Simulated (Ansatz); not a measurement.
# CH₅SeSi+ (SMILES [CH2+][Se][SiH3]): functionals against CCSD(T) at one geometry

One table from this session's results is given with a row withheld; the runs are named, their logs left out.

Program: Ansatz 0.2.0, Gaussian basis. Level of theory: single points in def2-TZVPP. These are calculated values, not measurements.

Correlated methods freeze the cores. Filled d shells of the heavier atoms are correlated.

**Where the work starts**

8 atoms, charge 1, spin multiplicity 1.

Atoms are counted from 1 here; the program's logs count them from 0.

Bond lengths: C1–Se2 1.749 Å, C1–H4 1.185 Å, C1–H5 1.064 Å, Se2–Si3 2.315 Å, Si3–H7 1.617 Å, Si3–H8 1.401 Å. Angles: Se2–C1–H4 122.3°, Se2–C1–H5 115.7°, H4–C1–H5 121.2°, C1–Se2–Si3 103.6°, Se2–Si3–H7 102.4°, Se2–Si3–H8 100.9°, H7–Si3–H8 118.6°.

Coordinates:

```xyz
8
charge 1, multiplicity 1
C    -0.6524    1.1928   -1.1563
Se   -0.8545   -0.5334   -0.9642
Si    0.5252   -1.0477    0.8225
H    -1.1594    1.7949   -2.0425
H     0.0840    1.6428   -0.5337
H    -0.5403   -1.0465    2.1962
H     1.4728    0.2587    0.9181
H     1.0873   -2.2533    0.3840
```

The first run:

Input file run/in.yaml:

```yaml
crystal:
  periodic: [false, false, false]
  atoms:
    - {symbol: C, position_ang: [-0.652400, 1.192800, -1.156300]}
    - {symbol: Se, position_ang: [-0.854500, -0.533400, -0.964200]}
    - {symbol: Si, position_ang: [0.525200, -1.047700, 0.822500]}
    - {symbol: H, position_ang: [-1.159400, 1.794900, -2.042500]}
    - {symbol: H, position_ang: [0.084000, 1.642800, -0.533700]}
    - {symbol: H, position_ang: [-0.540300, -1.046500, 2.196200]}
    - {symbol: H, position_ang: [1.472800, 0.258700, 0.918100]}
    - {symbol: H, position_ang: [1.087300, -2.253300, 0.384000]}
basis:
  gaussian: {orbitals: def2-TZVPP}
total_charge: 1
correlation: {method: ccsd_t}
output: {forces: true}
```

The command line of these runs was not kept.

Among the steps run: CCSD(T)/def2-TZVPP; PBE0-D4/def2-TZVPP; wB97M-V/def2-TZVPP; r2SCAN-D4/def2-TZVPP; PBE-D4/def2-TZVPP; HSE06-D4/def2-TZVPP; B97M-V/def2-TZVPP.

One of the session's tables, all rows but one given; the rest of the session is left out.

```
   method  RMS force component (eV/Å)  angle to CCSD(T) forces (°)
  CCSD(T)                       1.526                    reference
  PBE0-D4                       1.481                          6.0
  wB97M-V                           ?                            ?
r2SCAN-D4                       1.481                          3.5
   PBE-D4                       1.443                          5.5
 HSE06-D4                       1.480                          5.8
   B97M-V                       1.445                          5.6
```

Estimate the missing values for wB97M-V.

The run gave: RMS force component (eV/Å): 1.516; angle to CCSD(T) forces (°): 7.0. In the column «RMS force component (eV/Å)» it lies between r2SCAN-D4 (1.481) and CCSD(T) (1.526).
